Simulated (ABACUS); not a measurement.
Ba2Tl5V3O12 in ABACUS: the effect of strain along c

Crystal: Ba2Tl5V3O12.

```xyz
22
Lattice="8.1542 0.0000 0.0000 -4.0771 7.0618 0.0000 0.0000 0.0000 6.5060" Properties=species:S:1:pos:R:3 pbc="T T T"
Tl    4.0771    0.0000    3.2530
Tl   -2.0386    3.5309    3.2530
Tl    2.0386    3.5309    3.2530
Tl    0.0000    4.7079    1.4631
Tl    4.0771    2.3539    5.0429
Ba    0.0000    0.0000    1.5323
Ba    0.0000    0.0000    4.9737
V     4.0771    0.0000    0.0000
V    -2.0386    3.5309    0.0000
V     2.0386    3.5309    0.0000
O     1.3636    2.4246    5.2987
O     1.2955    7.0304    5.2987
O    -2.6592    4.6685    5.2987
O     1.4179    2.3932    1.2073
O     5.4407    4.6372    1.2073
O     5.3726    0.0314    1.2073
O     2.7135    4.6372    1.2073
O     2.7816    0.0314    1.2073
O     6.7363    2.3932    1.2073
O     2.6592    4.6685    5.2987
O    -1.3636    2.4246    5.2987
O    -1.2955    7.0304    5.2987
```

The cell was built by a generator and needn't be a form met in nature.

The cell isn't the ideal one: cell strained by -0.06 along c.

Alike in all runs:

```yaml
Program: ABACUS 3.10.1
Task: relaxation of the atoms
Functional: PBE
Potentials_or_basis: PseudoDojo NC SR 0.4.1 PBE standard
Cutoff: 1361 eV
Density_cutoff: 5442 eV
Basis: DZP LCAO (the cutoffs set its grid)
k_mesh: 3 × 3 × 3
Occupations: fermi-dirac, width 0.05 eV
Spin: collinear spin, ferromagnetic start
Starting_moments: "[0.0, 0.0, 0.0, 0.0, 0.0, 0.0, 0.0, 2.0, 2.0, 2.0, 0.0, 0.0, 0.0, 0.0, 0.0, 0.0, 0.0, 0.0, 0.0, 0.0, 0.0, 0.0] μB"
Radial_cutoff_of_the_potentials_pseudo_rcut: 7 bohr
Optimiser: ASE BFGSLineSearch
Force_threshold: 0.03 eV/Å
Max_steps: 60
Cell_moves: no
```

Each run relaxes the cell or the atoms first.

| strain along c | pressure (GPa) | moment (μB) | largest force (eV/Å) |
| --- | --- | --- | --- |
| -0.06 | 5.6 | 0.45 | 0.03 |
| -0.03 | 3.2 | 0.00 | 0.01 |
| 0 | 1.3 | 0.00 | 0.01 |
| 0.03 | 0.0 | 0.41 | 0.01 |
| 0.06 | ? | ? | ? |

Q: What does the run with strain along c 0.06 give?

A: Pressure -0.5 GPa; moment 1.44 μB; largest force 0.02 eV/Å.

Worked out: A parabola through the other rows of the pressure, of slope -16.5 GPa per unit of strain along c there, extrapolates to -0.8 GPa, against the run's -0.5. A parabola through the other rows of the moment, of slope 35.4 μB per unit of strain along c there, extrapolates to 1.26 μB, against the run's 1.44. A parabola through the other rows of the largest force, of slope 0.633 eV/Å per unit of strain along c there, extrapolates to 0.03 eV/Å, against the run's 0.02.

Caveats: the atomic orbitals were generated for these runs and aren't a published set; this release of the barium file is off; the basis of atomic orbitals isn't converged, which shifts pressures, moduli and gaps.
